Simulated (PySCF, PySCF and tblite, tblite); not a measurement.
# C₃H₉NO₂Si₂: a path driven as rotation about a bond, and NMR exchange

How fast is rotation about a bond in C₃H₉NO₂Si₂ (`C=C([SiH2]N[SiH3])C(=O)O`), and when do the exchanging lines merge?

Programs: PySCF 2.14.0 with density-fitted response routines of our own, and tblite 0.8.0. All values are computed, except where a source is named. Atoms count from 0 throughout.

### 1 The starting structure

17 atoms, charge 0, multiplicity 1; geometry from: force field or distance geometry start.

Bonds of the start (Å): C0–C1 1.35, C0–H8 1.08, C0–H9 1.09, C1–C5 1.48, C1–Si2 1.83, C5–O6 1.23, C5–O7 1.34, N3–H12 1.00, N3–Si4 1.70, O7–H16 0.98, Si2–H10 1.48, Si2–H11 1.48, Si2–N3 1.72, Si4–H13 1.48, Si4–H14 1.47, Si4–H15 1.49.

### 2 GFN2-xTB relaxation, start minimum

The job: settings as JSON, then the geometry in Å.

```
{"job": {"xc": "GFN2-xTB", "basis": "xTB", "kind": "relax"}, "charge": 0, "multiplicity": 1}
C      1.905600     0.006400    -1.166500
C      1.371600     0.034100     0.067900
Si    -0.401900    -0.156400     0.454000
N     -1.331200     0.021100    -0.980700
Si    -2.965400    -0.264300    -0.620700
C      2.330100     0.202000     1.187100
O      3.528600     0.434000     1.069300
O      1.803900     0.083600     2.416900
H      2.970000     0.114000    -1.341100
H      1.275100    -0.125900    -2.045800
H     -0.855000     0.928500     1.358800
H     -0.676600    -1.491300     1.039500
H     -1.229900     0.961600    -1.309400
H     -3.693700    -0.064000    -1.898400
H     -3.169400    -1.636200    -0.137100
H     -3.435300     0.751800     0.356100
H      2.566500     0.213000     3.012600
```

On the command line:

```bash
OMP_NUM_THREADS=1 python ens_run.py task.json out
```

This one command runs the whole study; its stages follow in the order run.

What it wrote:

```text
step      E/eV     max force
  0    -694.80178    2.098
  1    -694.91252    1.360
  2    -694.94955    0.839
  3    -694.97385    0.557
  4    -695.04587    0.647
  5    -695.09057    0.675
  6    -695.13528    0.448
  7    -695.15338    0.367
  8    -695.16529    0.316
  9    -695.18628    0.389
 10    -695.20919    0.410
 11    -695.22798    0.481
 12    -695.23733    0.207
 13    -695.24195    0.181
 14    -695.24405    0.137
 15    -695.24785    0.155
 16    -695.25107    0.176
 17    -695.25455    0.148
 18    -695.25683    0.104
 19    -695.25831    0.100
 20    -695.25981    0.140
 21    -695.26160    0.135
 22    -695.26328    0.096
 23    -695.26469    0.121
 24    -695.26603    0.118
 25    -695.26768    0.129
 26    -695.26929    0.115
 27    -695.27042    0.080
 28    -695.27128    0.074
 29    -695.27220    0.086
 30    -695.27323    0.087
 31    -695.27418    0.090
 32    -695.27493    0.065
 33    -695.27561    0.082
 34    -695.27634    0.067
 35    -695.27709    0.065
 36    -695.27781    0.063
 37    -695.27855    0.077
 38    -695.27936    0.086
 39    -695.28020    0.076
 40    -695.28087    0.058
 41    -695.28130    0.049
 42    -695.28165    0.053
 43    -695.28214    0.059
 44    -695.28275    0.061
 45    -695.28329    0.051
 46    -695.28361    0.039
 47    -695.28380    0.038
 48    -695.28403    0.034
 49    -695.28431    0.043
 50    -695.28454    0.033
 51    -695.28467    0.027
 52    -695.28475    0.020
 53    -695.28484    0.022
 54    -695.28493    0.024
 55    -695.28502    0.018
 56    -695.28507    0.017
 57    -695.28511    0.015
 58    -695.28515    0.014
 59    -695.28518    0.012
 60    -695.28522    0.015
 61    -695.28525    0.012
 62    -695.28528    0.013
 63    -695.28530    0.013
 64    -695.28533    0.016
 65    -695.28537    0.012
 66    -695.28540    0.012
 67    -695.28543    0.012
 68    -695.28546    0.015
 69    -695.28549    0.014
 70    -695.28552    0.022
 71    -695.28556    0.019
 72    -695.28558    0.016
 73    -695.28561    0.015
 74    -695.28565    0.017
 75    -695.28571    0.020
 76    -695.28577    0.021
 77    -695.28582    0.020
 78    -695.28586    0.015
 79    -695.28590    0.019
 80    -695.28597    0.023
 81    -695.28606    0.024
 82    -695.28615    0.021
 83    -695.28623    0.020
 84    -695.28631    0.024
 85    -695.28644    0.037
 86    -695.28663    0.051
 87    -695.28685    0.048
 88    -695.28701    0.028
 89    -695.28709    0.017
 90    -695.28713    0.021
 91    -695.28717    0.021
 92    -695.28720    0.018
 93    -695.28723    0.015
 94    -695.28726    0.016
 95    -695.28728    0.014
 96    -695.28731    0.012
 97    -695.28733    0.011
 98    -695.28734    0.009
 99    -695.28735    0.008
100    -695.28736    0.008
101    -695.28737    0.007
102    -695.28737    0.006
103    -695.28738    0.005
104    -695.28738    0.004
105    -695.28738    0.005
106    -695.28739    0.005
107    -695.28739    0.005
108    -695.28739    0.004
109    -695.28739    0.004
110    -695.28740    0.004
111    -695.28740    0.005
112    -695.28740    0.006
113    -695.28741    0.006
114    -695.28741    0.008
115    -695.28741    0.009
116    -695.28742    0.010
117    -695.28743    0.007
118    -695.28743    0.007
119    -695.28744    0.006
120    -695.28745    0.008
121    -695.28746    0.011
122    -695.28747    0.009
123    -695.28748    0.005
124    -695.28748    0.005
125    -695.28749    0.006
126    -695.28749    0.008
127    -695.28750    0.007
128    -695.28751    0.004
129    -695.28751    0.004
130    -695.28751    0.006
131    -695.28752    0.007
132    -695.28752    0.006
133    -695.28752    0.004
134    -695.28753    0.004
135    -695.28753    0.004
136    -695.28753    0.007
137    -695.28753    0.005
138    -695.28754    0.004
139    -695.28754    0.002
```

Run time: 0.87 s. Hardware: 1 thread of Arm Neoverse V2, shared host.

The energy fell by 0.486 eV, and the atoms moved 0.28 Å (root mean square).

### 3 Relaxed scan, rotation

The job: settings as JSON, then the geometry in Å.

```
{"job": {"xc": "GFN2-xTB", "basis": "xTB", "coordinate": [["t", [0, 1, 5, 6], 0.25], ["t", [0, 1, 5, 7], 0.25], ["t", [2, 1, 5, 6], 0.25], ["t", [2, 1, 5, 7], 0.25]], "kind": "drive"}, "charge": 0, "multiplicity": 1}
C      1.818608     0.115970    -1.207712
C      1.411580     0.113569     0.058105
Si    -0.354357    -0.009928     0.709670
N     -1.396785     0.077814    -0.667415
Si    -3.092485    -0.272183    -0.721520
C      2.426828     0.162271     1.119332
O      3.607345     0.367258     0.990890
O      1.868946    -0.055613     2.325162
H      2.869266     0.160581    -1.455424
H      1.123239     0.063912    -2.028488
H     -0.601873     1.088916     1.651581
H     -0.570100    -1.312136     1.336415
H     -1.060065     0.647612    -1.426608
H     -3.458431    -0.201249    -2.136859
H     -3.270850    -1.609944    -0.165109
H     -3.870123     0.697846     0.057353
H      2.542258    -0.022664     3.023120
```

What it wrote:

```text
point  coordinate     E/eV
  0    -66.600     -695.27922
  1    -51.700     -695.25479
  2    -36.700     -695.22220
  3    -21.600     -695.19235
  4     -6.500     -695.17419
  5      8.600     -695.17137
  6     23.700     -695.18377
  7     38.800     -695.20415
  8     53.800     -695.22504
  9     68.800     -695.24439
 10     83.700     -695.26106
 11     98.500     -695.26668
```

Run time: 2.8 s. Hardware: 1 thread of Arm Neoverse V2, shared host.

The highest point is number 5, 2.5 kcal/mol above the first.

### 4 Nudged elastic band, leg 1

Changed since step 3:

```diff
@@ -1,2 +1,2 @@
-{"job": {"xc": "GFN2-xTB", "basis": "xTB", "coordinate": [["t", [0, 1, 5, 6], 0.25], ["t", [0, 1, 5, 7], 0.25], ["t", [2, 1, 5, 6], 0.25], ["t", [2, 1, 5, 7], 0.25]], "kind": "drive"}, "charge": 0, "multiplicity": 1}
+{"job": {"xc": "GFN2-xTB", "basis": "xTB", "kind": "neb"}, "charge": 0, "multiplicity": 1}
 C      1.818608     0.115970    -1.207712
```

What it wrote:

```text
image   E - E0 / eV
  0       0.0000
  1       0.0510
  2       0.1143
  3       0.1091
  4       0.0658
  5       0.0249
  6       0.0149
```

Run time: 1.6 s. Hardware: 1 thread of Arm Neoverse V2, shared host; peak memory 0.19 GiB.

The highest point is number 2, 2.6 kcal/mol above the first.

### 5 Saddle search, leg 1

The job: settings as JSON, then the geometry in Å.

```
{"job": {"xc": "GFN2-xTB", "basis": "xTB", "kind": "saddle"}, "charge": 0, "multiplicity": 1}
C      1.829012    -0.143563    -1.227249
C      1.400457     0.115007    -0.003196
Si    -0.392350     0.110922     0.601907
N     -1.409224     0.168492    -0.787978
Si    -3.099042    -0.222969    -0.840502
C      2.298213     0.389411     1.128236
O      2.774142     1.455184     1.418939
O      2.460396    -0.701902     1.899687
H      2.877592    -0.174219    -1.485137
H      1.133599    -0.346217    -2.025985
H     -0.587722     1.256991     1.501247
H     -0.643196    -1.149070     1.301893
H     -1.069957     0.729238    -1.553225
H     -3.463288    -0.170027    -2.255547
H     -3.236403    -1.562635    -0.276175
H     -3.891016     0.733962    -0.061600
H      3.018787    -0.488606     2.664685
```

What it wrote:

```text
step      E/eV     max force
  0    -695.17321   0.0647
  1    -695.17550   0.0759
  2    -695.17350   0.2229
  3    -695.17595   0.0412
  4    -695.17528   0.0592
  5    -695.17384   0.1381
  6    -695.17500   0.0314
  7    -695.17449   0.0550
  8    -695.17411   0.0695
  9    -695.17376   0.0914
 10    -695.17353   0.0799
 11    -695.17362   0.0729
 12    -695.17369   0.0059
 13    -695.17368   0.0114
 14    -695.17368   0.0017
lowest wavenumbers (cm-1): -45.9 26.5 40.6 68.5 109.8 147.8
```

It took 5.4 s on 1 thread of Arm Neoverse V2, shared host; peak memory 0.19 GiB.

Point group C1; 1 imaginary mode, 46i cm⁻¹, carried by O7, O6, C0, Si2. Steps downhill from it reached both ends.

### 6 Shieldings, start: PBE0/pcSseg-1

The job: settings as JSON, then the geometry in Å.

```
{"job": {"kind": "nmr", "xc": "PBE0", "basis": "pcSseg-1", "pop": false}, "charge": 0, "multiplicity": 1}
C      1.818608     0.115970    -1.207712
C      1.411580     0.113569     0.058105
Si    -0.354357    -0.009928     0.709670
N     -1.396785     0.077814    -0.667415
Si    -3.092485    -0.272183    -0.721520
C      2.426828     0.162271     1.119332
O      3.607345     0.367258     0.990890
O      1.868946    -0.055613     2.325162
H      2.869266     0.160581    -1.455424
H      1.123239     0.063912    -2.028488
H     -0.601873     1.088916     1.651581
H     -0.570100    -1.312136     1.336415
H     -1.060065     0.647612    -1.426608
H     -3.458431    -0.201249    -2.136859
H     -3.270850    -1.609944    -0.165109
H     -3.870123     0.697846     0.057353
H      2.542258    -0.022664     3.023120
```

What it wrote:

```text
coarse grid: 15320 points
cycle   1  E = -903.0456555317  dE =  1.076e+00  |g| = 9.835e-01  |ddm| = 3.805e+00
cycle   2  E = -902.6904907453  dE =  3.552e-01  |g| = 1.687e+00  |ddm| = 2.101e+00
cycle   3  E = -903.2096185645  dE = -5.191e-01  |g| = 3.156e-01  |ddm| = 1.533e+00
cycle   4  E = -903.2276546184  dE = -1.804e-02  |g| = 8.211e-02  |ddm| = 2.654e-01
cycle   5  E = -903.2287382619  dE = -1.084e-03  |g| = 2.345e-02  |ddm| = 6.560e-02
cycle   6  E = -903.2288673738  dE = -1.291e-04  |g| = 5.335e-03  |ddm| = 2.348e-02
cycle   7  E = -903.2288738121  dE = -6.438e-06  |g| = 1.856e-03  |ddm| = 6.299e-03
final grid: 139232 points
cycle   8  E = -903.2915998284  dE = -1.499e-05  |g| = 1.222e-02  |ddm| = 2.437e-02
cycle   9  E = -903.2915464480  dE =  5.338e-05  |g| = 2.059e-02  |ddm| = 2.496e-02
cycle  10  E = -903.2916279411  dE = -8.149e-05  |g| = 2.318e-03  |ddm| = 1.654e-02
cycle  11  E = -903.2916288913  dE = -9.502e-07  |g| = 3.894e-04  |ddm| = 1.691e-03
cycle  12  E = -903.2916289182  dE = -2.681e-08  |g| = 1.357e-04  |ddm| = 4.355e-04
cycle  13  E = -903.2916289223  dE = -4.177e-09  |g| = 4.642e-05  |ddm| = 1.461e-04
cycle  14  E = -903.2916289228  dE = -4.507e-10  |g| = 1.520e-05  |ddm| = 3.991e-05
converged SCF energy = -903.2916289228

GIAO shielding tensors (ppm)
atom      isotropic    diamagn.    paramagn.     s11        s22        s33       span
  0 C       33.674     253.813    -220.139    -96.653     24.995    172.679    269.331
  1 C       43.473     263.310    -219.837    -61.477     39.313    152.584    214.060
  2 Si     394.735     882.268    -487.533    361.664    376.873    445.669     84.005
  3 N      269.728     327.271     -57.544    252.696    259.967    296.521     43.825
  4 Si     405.150     879.227    -474.078    360.066    386.979    468.404    108.338
  5 C       15.538     244.840    -229.301    -85.769     59.936     72.448    158.218
  6 O      -75.041     398.848    -473.889   -282.343   -225.337    282.558    564.901
  7 O      124.169     393.075    -268.906    -13.836    136.621    249.721    263.557
  8 H       23.993      30.040      -6.047     20.863     23.402     27.713      6.850
  9 H       25.156      33.418      -8.262     21.585     23.992     29.892      8.307
 10 H       26.497      30.484      -3.987     21.972     26.208     31.312      9.340
 11 H       26.616      30.916      -4.300     22.671     26.431     30.748      8.078
 12 H       32.231      35.804      -3.574     22.348     30.924     43.419     21.071
 13 H       26.909      28.242      -1.333     23.202     25.307     32.218      9.017
 14 H       26.943      28.843      -1.900     23.494     25.509     31.826      8.333
 15 H       26.853      28.153      -1.300     23.043     24.980     32.537      9.494
 16 H       25.507      28.417      -2.911     20.728     22.227     33.565     12.837
```

Run time: 30 s. Hardware: 1 thread of Arm Neoverse V2, shared host; peak memory 0.87 GiB.

This run: HOMO -7.44 eV, LUMO -1.70 eV; dipole 1.08 D.

### 7 Shieldings, saddle of leg 1: PBE0/pcSseg-1

The job: settings as JSON, then the geometry in Å.

```
{"job": {"kind": "nmr", "xc": "PBE0", "basis": "pcSseg-1", "pop": false}, "charge": 0, "multiplicity": 1}
C      1.787595    -0.158906    -1.168665
C      1.365522     0.084570     0.061499
Si    -0.435111     0.066606     0.646939
N     -1.415454     0.125211    -0.770774
Si    -3.119885    -0.180210    -0.892837
C      2.295189     0.400205     1.157787
O      2.593458     1.506783     1.526411
O      2.738152    -0.706313     1.779325
H      2.832863    -0.144803    -1.438517
H      1.094187    -0.384472    -1.962226
H     -0.653290     1.203907     1.548672
H     -0.702778    -1.197425     1.334962
H     -1.026572     0.653189    -1.536054
H     -3.402991    -0.213971    -2.327940
H     -3.364325    -1.463341    -0.241792
H     -3.902826     0.872187    -0.237436
H      3.316269    -0.463217     2.520645
```

What it wrote:

```text
coarse grid: 15320 points
cycle   1  E = -903.0322926704  dE =  1.069e+00  |g| = 9.951e-01  |ddm| = 3.808e+00
cycle   2  E = -902.6727456879  dE =  3.595e-01  |g| = 1.705e+00  |ddm| = 1.838e+00
cycle   3  E = -903.1998236438  dE = -5.271e-01  |g| = 3.220e-01  |ddm| = 1.313e+00
cycle   4  E = -903.2188060550  dE = -1.898e-02  |g| = 8.146e-02  |ddm| = 2.535e-01
cycle   5  E = -903.2198474828  dE = -1.041e-03  |g| = 2.421e-02  |ddm| = 6.187e-02
cycle   6  E = -903.2199825787  dE = -1.351e-04  |g| = 5.495e-03  |ddm| = 2.491e-02
cycle   7  E = -903.2199884540  dE = -5.875e-06  |g| = 1.967e-03  |ddm| = 5.220e-03
final grid: 139232 points
cycle   8  E = -903.2832816653  dE = -1.602e-05  |g| = 1.183e-02  |ddm| = 2.294e-02
cycle   9  E = -903.2832270710  dE =  5.459e-05  |g| = 2.065e-02  |ddm| = 2.165e-02
cycle  10  E = -903.2833071652  dE = -8.009e-05  |g| = 2.598e-03  |ddm| = 1.422e-02
cycle  11  E = -903.2833084173  dE = -1.252e-06  |g| = 3.655e-04  |ddm| = 1.725e-03
cycle  12  E = -903.2833084376  dE = -2.027e-08  |g| = 1.236e-04  |ddm| = 2.924e-04
cycle  13  E = -903.2833084409  dE = -3.289e-09  |g| = 4.318e-05  |ddm| = 1.312e-04
cycle  14  E = -903.2833084413  dE = -4.256e-10  |g| = 1.586e-05  |ddm| = 5.147e-05
converged SCF energy = -903.2833084413

GIAO shielding tensors (ppm)
atom      isotropic    diamagn.    paramagn.     s11        s22        s33       span
  0 C       52.994     251.930    -198.936    -63.343     49.319    173.006    236.349
  1 C       36.747     263.845    -227.099    -65.203     26.572    148.870    214.073
  2 Si     385.198     882.798    -497.600    348.453    371.369    435.772     87.319
  3 N      271.173     327.170     -55.997    250.693    259.820    303.006     52.313
  4 Si     404.061     879.240    -475.179    359.392    386.126    466.665    107.273
  5 C        8.955     250.792    -241.837    -98.140     46.317     78.689    176.829
  6 O     -121.545     400.463    -522.008   -379.628   -243.482    258.474    638.102
  7 O      115.675     390.823    -275.148    -32.757    142.533    237.249    270.006
  8 H       25.356      29.091      -3.735     22.089     24.713     29.266      7.177
  9 H       25.697      33.188      -7.491     22.969     24.508     29.614      6.645
 10 H       26.579      30.999      -4.420     22.581     25.824     31.331      8.750
 11 H       26.534      31.157      -4.623     23.006     25.868     30.730      7.724
 12 H       32.195      35.656      -3.461     22.578     30.748     43.260     20.682
 13 H       26.878      28.207      -1.329     23.231     25.210     32.193      8.963
 14 H       26.943      28.902      -1.959     23.425     25.602     31.803      8.378
 15 H       26.841      28.160      -1.319     22.927     25.029     32.567      9.640
 16 H       25.453      28.677      -3.224     19.487     23.290     33.581     14.094
```

Wall time 30 s (1 thread of Arm Neoverse V2, shared host); peak memory 0.87 GiB.

This run: HOMO -7.59 eV, LUMO -0.78 eV; dipole 1.59 D.

### 8 Shieldings, end: PBE0/pcSseg-1

The job: settings as JSON, then the geometry in Å.

```
{"job": {"kind": "nmr", "xc": "PBE0", "basis": "pcSseg-1", "pop": false}, "charge": 0, "multiplicity": 1}
C      1.802303    -0.384615    -0.951276
C      1.300758    -0.057688     0.234958
Si    -0.509515     0.143885     0.744801
N     -1.431333     0.081263    -0.718678
Si    -3.153537    -0.039896    -0.850123
C      2.153511     0.106317     1.412707
O      1.691984     0.182724     2.529039
O      3.472909     0.175958     1.187014
H      2.861413    -0.524304    -1.107443
H      1.163171    -0.535931    -1.805745
H     -0.672881     1.424302     1.439357
H     -0.926004    -0.988572     1.566211
H     -0.969256     0.440787    -1.537990
H     -3.421760    -0.190957    -2.281375
H     -3.562661    -1.210867    -0.081009
H     -3.822221     1.157369    -0.330024
H      3.943717     0.284443     2.028243
```

What it wrote:

```text
coarse grid: 15320 points
cycle   1  E = -903.0462319825  dE =  1.078e+00  |g| = 9.807e-01  |ddm| = 3.817e+00
cycle   2  E = -902.7015541527  dE =  3.447e-01  |g| = 1.665e+00  |ddm| = 2.105e+00
cycle   3  E = -903.2085248776  dE = -5.070e-01  |g| = 3.193e-01  |ddm| = 1.553e+00
cycle   4  E = -903.2271548330  dE = -1.863e-02  |g| = 7.950e-02  |ddm| = 2.720e-01
cycle   5  E = -903.2281502722  dE = -9.954e-04  |g| = 2.542e-02  |ddm| = 6.988e-02
cycle   6  E = -903.2282945053  dE = -1.442e-04  |g| = 7.295e-03  |ddm| = 2.711e-02
cycle   7  E = -903.2283056528  dE = -1.115e-05  |g| = 2.576e-03  |ddm| = 6.900e-03
cycle   8  E = -903.2283071906  dE = -1.538e-06  |g| = 6.685e-04  |ddm| = 2.239e-03
final grid: 139232 points
cycle   9  E = -903.2916665556  dE = -1.648e-05  |g| = 1.178e-02  |ddm| = 2.597e-02
cycle  10  E = -903.2916161860  dE =  5.037e-05  |g| = 1.998e-02  |ddm| = 2.338e-02
cycle  11  E = -903.2916917000  dE = -7.551e-05  |g| = 2.751e-03  |ddm| = 1.617e-02
cycle  12  E = -903.2916930798  dE = -1.380e-06  |g| = 3.428e-04  |ddm| = 1.967e-03
cycle  13  E = -903.2916930995  dE = -1.963e-08  |g| = 9.229e-05  |ddm| = 3.638e-04
cycle  14  E = -903.2916931014  dE = -1.894e-09  |g| = 3.084e-05  |ddm| = 1.005e-04
cycle  15  E = -903.2916931016  dE = -2.226e-10  |g| = 1.086e-05  |ddm| = 4.353e-05
converged SCF energy = -903.2916931016

GIAO shielding tensors (ppm)
atom      isotropic    diamagn.    paramagn.     s11        s22        s33       span
  0 C       37.855     254.030    -216.175    -91.550     34.271    170.845    262.395
  1 C       41.164     262.273    -221.109    -60.740     37.774    146.459    207.199
  2 Si     394.603     882.817    -488.214    361.556    380.650    441.602     80.046
  3 N      269.907     327.687     -57.780    252.370    260.696    296.654     44.283
  4 Si     405.252     879.380    -474.128    359.551    387.409    468.796    109.245
  5 C       12.985     249.755    -236.770    -84.526     44.582     78.898    163.424
  6 O     -106.647     403.597    -510.244   -339.321   -235.228    254.609    593.930
  7 O      138.371     388.903    -250.532    -10.627    165.513    260.226    270.853
  8 H       24.339      29.871      -5.533     21.381     23.404     28.230      6.849
  9 H       25.160      33.600      -8.440     21.512     23.992     29.977      8.465
 10 H       26.591      31.176      -4.584     22.288     25.993     31.493      9.204
 11 H       26.642      31.481      -4.839     22.822     26.135     30.969      8.146
 12 H       32.270      36.249      -3.980     22.444     30.914     43.451     21.007
 13 H       26.921      28.325      -1.404     23.211     25.342     32.209      8.998
 14 H       26.951      28.902      -1.951     23.503     25.472     31.878      8.375
 15 H       26.859      28.252      -1.393     23.056     24.979     32.541      9.485
 16 H       25.521      27.925      -2.403     20.445     22.374     33.745     13.299
```

It took 30 s on 1 thread of Arm Neoverse V2, shared host; peak memory 0.87 GiB.

Key values: HOMO -7.37 eV, LUMO -1.71 eV; dipole 2.70 D.

(Part 1 of 2 ends here.)
